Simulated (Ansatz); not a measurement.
**C2H7BO2Si: one species, many methods**

An exercise on one series of results from a longer session: the logs are not shown, and one member is left open.

Program: Ansatz 0.2.0, Gaussian basis. Level of theory: functionals in def2-TZVPP, the program's frozen cores in correlated methods. These are calculated values, not measurements.

Plan: PBE-D4, r2SCAN-D4, PBE0-D4, B3LYP-D4, ωB97X-V, ωB97M-V, B2PLYP; CCSD(T)/def2-TZVPP; MP2/def2-QZVPP; extrapolation to the limit.

## The relaxed structure

An earlier PBE0-D4 in a triple-zeta def2 set relaxation fixed the geometry.

SMILES `OC1COB1[SiH3]`, 13 atoms, charge 0, spin multiplicity 1.

Atoms are counted from 1 here; the program's logs count them from 0.

Bond lengths: O1–C2 1.413 Å, O1–H7 0.960 Å, C2–C3 1.531 Å, C2–B5 1.605 Å, C2–H8 1.098 Å, C3–O4 1.457 Å, C3–H9 1.091 Å, C3–H10 1.092 Å, O4–B5 1.364 Å, B5–Si6 2.020 Å, Si6–H11 1.487 Å, Si6–H12 1.491 Å, Si6–H13 1.491 Å. Angles: C2–O1–H7 108.4°, O1–C2–C3 112.5°, O1–C2–B5 120.0°, O1–C2–H8 111.7°, C3–C2–B5 80.5°, C3–C2–H8 112.2°, B5–C2–H8 116.1°, C2–C3–O4 93.6°, C2–C3–H9 113.3°, C2–C3–H10 117.3°, O4–C3–H9 110.4°, O4–C3–H10 110.3°, H9–C3–H10 110.7°, C3–O4–B5 91.8°, C2–B5–O4 94.0°, C2–B5–Si6 138.7°, O4–B5–Si6 127.2°, B5–Si6–H11 113.4° and more.

The first run:

in.yaml reads:

```yaml
crystal:
  periodic: [false, false, false]
  atoms:
    - {symbol: O, position_ang: [-0.747387, -1.451364, -1.405065]}
    - {symbol: C, position_ang: [0.245160, -0.509769, -1.051251]}
    - {symbol: C, position_ang: [1.447035, -1.156299, -0.357416]}
    - {symbol: O, position_ang: [1.303054, -0.347264, 0.845383]}
    - {symbol: B, position_ang: [0.169455, 0.240080, 0.365511]}
    - {symbol: Si, position_ang: [-1.024239, 1.557019, 1.324292]}
    - {symbol: H, position_ang: [-1.583802, -0.989332, -1.499061]}
    - {symbol: H, position_ang: [0.544558, 0.106639, -1.908798]}
    - {symbol: H, position_ang: [1.295428, -2.211365, -0.126463]}
    - {symbol: H, position_ang: [2.429372, -0.997568, -0.806331]}
    - {symbol: H, position_ang: [-0.710901, 1.694269, 2.771545]}
    - {symbol: H, position_ang: [-0.899725, 2.895734, 0.679405]}
    - {symbol: H, position_ang: [-2.447511, 1.134519, 1.182949]}
basis:
  gaussian: {orbitals: def2-TZVPP}
hamiltonian: {xc: pbe, dispersion: d4}
output: {forces: true, orbitals: {seedname: orbitals}}
```

Run with:

```bash
$ ansatz run in.yaml --threads 4 --pin off --events-out ev --progress --plain --max-ram 10444MiB
```

Among the steps run: PBE-D4 (GGA); r2SCAN-D4 (meta-GGA); PBE0-D4 (hybrid); B3LYP-D4 (hybrid); ωB97X-V (range-separated); ωB97M-V (range-separated); B2PLYP (double hybrid); CCSD(T) in def2-TZVPP; MP2 in def2-QZVPP.

One of the session's tables, all rows but one given; the rest of the session is left out.

It belongs to the step «Atomisation energies». 

```
            method  atomisation energy (kcal/mol)
            PBE-D4                         1205.5
         r2SCAN-D4                         1182.7
           PBE0-D4                         1181.6
          B3LYP-D4                         1176.0
           ωB97X-V                         1183.3
           ωB97M-V                         1182.1
            B2PLYP                         1164.1
     HF/def2-TZVPP                          849.6
    MP2/def2-TZVPP                         1168.4
   CCSD/def2-TZVPP                         1127.3
CCSD(T)/def2-TZVPP                         1145.9
           MP2/CBS                              ?
       CCSD(T)/CBS                         1176.0
```

**Question.** Estimate the row for MP2/CBS.

**Answer.** atomisation energy (kcal/mol): 1198.5. In the column «atomisation energy (kcal/mol)» it lies between ωB97X-V (1183.3) and PBE-D4 (1205.5).
